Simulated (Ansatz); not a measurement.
# C2H8O2Si: up Jacob's ladder to CCSD(T)

Aim: compute C2H8O2Si with functionals from several rungs and with coupled cluster. The yardstick is the atomisation energy at the CCSD(T) limit.

Method: functionals in def2-TZVPP, the program's frozen cores in correlated methods; program: Ansatz 0.2.0, Gaussian basis.

The runs, in order: LDA (SPW92), PBE-D4, revPBE-D4, BLYP-D4, r2SCAN-D4, B97M-V, PBE0-D4, B3LYP-D4, r2SCANh-D4, r2SCAN0-D4, HSE06-D4, BHLYP-D4, CAM-B3LYP-D4, LC-ωPBE, ωB97X-V, ωB97M-V, B2PLYP, PBE-QIDH; CCSD(T)/def2-SVP; CCSD(T)/def2-TZVPP; MP2/def2-QZVPP; extrapolation to the limit; RPA on PBE.

### 1 Structure used throughout

All runs share one geometry, relaxed beforehand with PBE0-D4 in a triple-zeta def2 set.

SMILES `COC(O)[SiH3]`, 13 atoms, charge 0, spin multiplicity 1.

Atoms are counted from 1 here; the program's logs count them from 0.

Bond lengths: C1–O2 1.406 Å, C1–H6 1.090 Å, C1–H7 1.096 Å, C1–H8 1.100 Å, O2–C3 1.399 Å, C3–O4 1.408 Å, C3–Si5 1.906 Å, C3–H9 1.105 Å, O4–H10 0.961 Å, Si5–H11 1.485 Å, Si5–H12 1.483 Å, Si5–H13 1.486 Å. Angles: O2–C1–H6 107.4°, O2–C1–H7 111.8°, O2–C1–H8 111.0°, H6–C1–H7 108.5°, H6–C1–H8 108.8°, H7–C1–H8 109.1°, C1–O2–C3 114.1°, O2–C3–O4 113.3°, O2–C3–Si5 107.0°, O2–C3–H9 108.7°, O4–C3–Si5 107.7°, O4–C3–H9 109.3°, Si5–C3–H9 110.7°, C3–O4–H10 109.8°, C3–Si5–H11 109.2°, C3–Si5–H12 109.4°, C3–Si5–H13 108.6°, H11–Si5–H12 110.2° and more.

### 2 LDA

This LDA is Slater exchange with PW92 correlation.

in.yaml

```yaml
crystal:
  periodic: [false, false, false]
  atoms:
    - {symbol: C, position_ang: [-1.893298, 0.623939, -0.185524]}
    - {symbol: O, position_ang: [-0.836143, -0.275876, -0.406939]}
    - {symbol: C, position_ang: [0.359588, 0.081535, 0.225110]}
    - {symbol: O, position_ang: [0.946557, 1.244637, -0.309190]}
    - {symbol: Si, position_ang: [1.582524, -1.356726, -0.038781]}
    - {symbol: H, position_ang: [-2.798163, 0.170498, -0.589164]}
    - {symbol: H, position_ang: [-1.726737, 1.580469, -0.694241]}
    - {symbol: H, position_ang: [-2.036972, 0.807618, 0.889156]}
    - {symbol: H, position_ang: [0.160629, 0.233369, 1.301615]}
    - {symbol: H, position_ang: [0.572272, 2.021680, 0.114121]}
    - {symbol: H, position_ang: [0.982131, -2.610601, 0.484317]}
    - {symbol: H, position_ang: [1.876713, -1.493828, -1.485751]}
    - {symbol: H, position_ang: [2.831299, -1.061514, 0.709971]}
basis:
  gaussian: {orbitals: def2-TZVPP}
hamiltonian: {xc: lda}
output: {orbitals: {seedname: orbitals}}
```

Run with:

```sh
$ ansatz run in.yaml --threads 4 --pin off --events-out ev --progress --plain --max-ram 10444MiB
```

After this run come: PBE-D4 (GGA); revPBE-D4 (GGA); BLYP-D4 (GGA); r2SCAN-D4 (meta-GGA); B97M-V (meta-GGA); B3LYP-D4 (hybrid); r2SCANh-D4 (hybrid); r2SCAN0-D4 (hybrid); HSE06-D4 (hybrid); BHLYP-D4 (hybrid); CAM-B3LYP-D4 (range-separated); LC-ωPBE (range-separated); ωB97X-V (range-separated); ωB97M-V (range-separated); B2PLYP (double hybrid); PBE-QIDH (double hybrid); CCSD(T) in def2-SVP; CCSD(T) in def2-TZVPP; MP2 in def2-QZVPP; RPA on PBE orbitals.

Before running them: what should the planned runs give, taken together? Wanted: atomisation energy, CCSD(T)/CBS; farthest beyond LDA; mean size of error, GGA; mean size of error, meta-GGA; mean size of error, hybrid; mean size of error, range-separated; mean size of error, double hybrid; gap, smallest and largest; T1 diagnostic.

The runs gave:

```
                               quantity                                                                                    value
        atomisation energy, CCSD(T)/CBS                                                                                48.066 eV
    functionals within 0.240 eV (0.5 %)  BLYP-D4, r2SCAN-D4, B97M-V, PBE0-D4, B3LYP-D4, HSE06-D4, CAM-B3LYP-D4, ωB97X-V, ωB97M-V
                    farthest beyond LDA                                                                     BHLYP-D4 (-1.601 eV)
                mean size of error, GGA                                                                                 0.446 eV
           mean size of error, meta-GGA                                                                                 0.103 eV
             mean size of error, hybrid                                                                                 0.563 eV
    mean size of error, range-separated                                                                                 0.172 eV
      mean size of error, double hybrid                                                                                 0.625 eV
              gap, smallest and largest                                                5.92 eV (LDA (SPW92)), 13.35 eV (LC-ωPBE)
                          T1 diagnostic                                                                                   0.0118
triples share of the correlation energy                                                                                    3.6 %
```

In words: The LDA atomisation energy is off by 7.146 eV (15 %): it overbinds. PBE-D4 misses by +0.688 eV. Double hybrids carry the basis error of their MP2 part in triple zeta, and no dispersion term here, so their miss is partly the set-up's. The rungs meta-GGA, range-separated miss on average by less than the doubt on the reference (0.240 eV), so they tie. Misses under about 0.240 eV are within the doubt on the reference itself, which lacks core-valence correlation, relativity and higher excitations. Hartree-Fock recovers 71 % of the binding; the rest is correlation. CCSD(T) in def2-SVP is off by -2.695 eV, so the small basis spoils what the method gains. The gap grows from 5.9 to 13.4 eV across the functionals, mostly with the share of exact exchange.
